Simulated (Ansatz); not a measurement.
# ZnS (F-43m): relaxation of cell and ions in Python

What cell does ZnS (F-43m) relax to? The task is a relaxation of cell and ions, for ZnS (F-43m).

The COD entry's cell or inner coordinates are ideal or old and differ from later refinements, so a difference from it is no clean test against experiment.

Computed with the Python package of Ansatz 0.2.0. Level of theory: DFT PBE, plane waves, PAW.

**1. The system**

Symmetry: F-43m, No. 216, cubic system. Conventional cell: a = 5.404 Å, b = 5.404 Å, c = 5.404 Å, α = 90.00°, β = 90.00°, γ = 90.00°. Zn (site symmetry -43m) is surrounded by 4 S at 2.34 Å. S (site symmetry -43m) has 4 Zn at 2.34 Å as nearest neighbours.

The script holds or builds the structure itself.

**2. Script**

The input, vcrelax_zns.py:

```python
"""Relax cell and ions of ZnS."""

import logging
import sys

import ansatz
from ase import Atoms
from ase.data import atomic_numbers
from ase.io import write
import numpy as np
import spglib

logging.basicConfig(stream=sys.stdout, format="%(levelname)s %(message)s")
logger = logging.getLogger("ansatz_job")
logger.setLevel(logging.INFO)

SETTINGS = {
    "cutoff_ev": 450,
    "k_density": 3.3,
    "smearing": "fixed",
}

def edges_and_angles(cell):
    cell = np.asarray(cell)
    a, b, c = np.linalg.norm(cell, axis=1)
    cosines = cell[1] @ cell[2] / (b * c), cell[0] @ cell[2] / (a * c), cell[0] @ cell[1] / (a * b)
    return (a, b, c, *np.degrees(np.arccos(cosines)))


def main() -> None:
    xtal = (
        ansatz.Lattice.fcc(5.404)
        .space_group(216)
        .atom("Zn", [0.25, 0.25, 0.75])
        .atom("S", [0.0, 0.0, 0.0])
        .primitive()
    )

    # edges free, angles fixed
    base = (
        xtal.calculation()
        .functional(ansatz.Functional.PBE)
        .pseudopotentials("paw")
        .basis(SETTINGS["cutoff_ev"])
        .kpoints(density=SETTINGS["k_density"])  # sampling of the Brillouin zone
        .occupations(SETTINGS["smearing"])  # no smearing
        .relax(fix_cell=["angles"])  # relax until the tolerances are met
    )
    steps = []


    def follow(event):
        if event["event"] != "relax_step":
            return
        row = event["data"]
        steps.append(row)
        logger.info(f"step {row['step']:3d}  E = {row['lagrangian_ev']:.5f} eV  largest force component = {row['allowed_force_max_ev_ang']:.4f} eV/A  P = {row['pressure_gpa']:.3f} GPa")


    done = base.session().plan(threads=1).execute(on_event=follow)
    report = done.report

    first, last = steps[0], steps[-1]
    symbols = [site.symbol for site in done.lattice.sites]
    logger.info(f"energy gained {first['lagrangian_ev'] - last['lagrangian_ev']:.4f} eV in {len(steps) - 1} steps")
    for label, vectors in (("before", first["cell_ang"]), ("after", done.lattice.cell_ang)):
        print(label, "a b c (A) {:.4f} {:.4f} {:.4f}  angles {:.2f} {:.2f} {:.2f}".format(*edges_and_angles(vectors)), f" V = {abs(np.linalg.det(vectors)):.3f} A^3")
    print("final stress xx yy zz (GPa, compression positive):", np.round(np.diag(report["stress_gpa"]), 3) + 0.0)

    change = np.array(last["positions_ang"]) @ np.linalg.inv(last["cell_ang"]) - np.array(first["positions_ang"]) @ np.linalg.inv(first["cell_ang"])
    moved = np.linalg.norm(change @ np.array(last["cell_ang"]), axis=1)
    print("displacement within the cell, strain taken out (A):", " ".join(f"{s}:{d:.3f}" for s, d in zip(symbols, moved)))

    fractions = [site.position_frac for site in done.lattice.sites]
    numbers = [atomic_numbers[s] for s in symbols]
    for tolerance in (1e-3, 1e-2, 1e-1):
        print(f"space group at {tolerance} A:", spglib.get_spacegroup((done.lattice.cell_ang, fractions, numbers), symprec=tolerance))

    relaxed = Atoms(symbols, positions=[site.position_ang for site in done.lattice.sites], cell=done.lattice.cell_ang, pbc=True)
    write("relaxed.cif", relaxed, format="cif")

    logger.info("relaxed fractional positions")
    for site in done.lattice.sites:
        print(f"  {site.symbol:2s}", " ".join(f"{v % 1:8.5f}" for v in np.round(site.position_frac, 5)))

    n_atoms = len(report["lattice"]["sites"])
    print("F =", round(report["free_energy_ev"], 4), "eV for", n_atoms, "atoms")
    print("E(sigma -> 0) =", round(report["energy_sigma0_ev"], 4), "eV, TS =", round(report["entropy_ts_ev"], 5), "eV")
    print("closed by", report["closed_by"], "after", report["n_iterations"], "iterations")


if __name__ == "__main__":
    main()
```

**3. The calls as engine input**

The package turns the script's settings into the engine's input:

```yaml
crystal:
  lattice:
    bravais: fcc
    a: 5.404
  space_group: 216
  atoms:
    - { symbol: Zn, position: [0.25, 0.25, 0.75] }
    - { symbol: S, position: [0.0, 0.0, 0.0] }
  reduce_to_primitive: true
basis:
  ecutwfc: 450.0
kpoints:
  mp_grid:
    kspacing: 0.30303030303030304
hamiltonian:
  xc: pbe
  pseudopotentials:
    kind: paw
scf:
  occupations:
    method: fixed
relax:
  cell:
    fix: [angles]
```

**4. Launch**

On the command line:

```console
> python vcrelax_zns.py
```

**Question.** What results will this script give? Wanted: free energy; moves of the relaxation; energy gained; last largest force component; relaxed conventional cell; space group at the end.

The runs gave:

```
                                         quantity                                                                      value
                                      free energy                                         -4222.7350 eV (-2111.3675 eV/atom)
                          moves of the relaxation                                                                          2
energy gained (ahead of the last change of basis)                                                               2.0 meV/atom
                     last largest force component                                                                0.0000 eV/Å
                        relaxed conventional cell  a = 5.443 Å, b = 5.443 Å, c = 5.443 Å, α = 90.00°, β = 90.00°, γ = 90.00°
                           space group at the end                                                                      F-43m
```

In words: Over 2 moves the cell grew by 2.2 % in volume, and the space group stayed F-43m. Notes:
- Forces vanish by symmetry, so the ions can't move, and the end may be a saddle.
- The Fermi level of a run with fixed occupations marks the highest occupied state on its mesh, not mid-gap.
- Energies along a relaxation are free energies. Rows at an unchanged volume are solved on a plane-wave basis chosen afresh for that cell, so the energy jumps there and such rows are no steps of the walk.
- Edges and angles that the script prints are those of the cell as typed, here a primitive one.
- Of the deposited cell: the entry's cell lengths or inner coordinates differ somewhat from later room-temperature determinations.
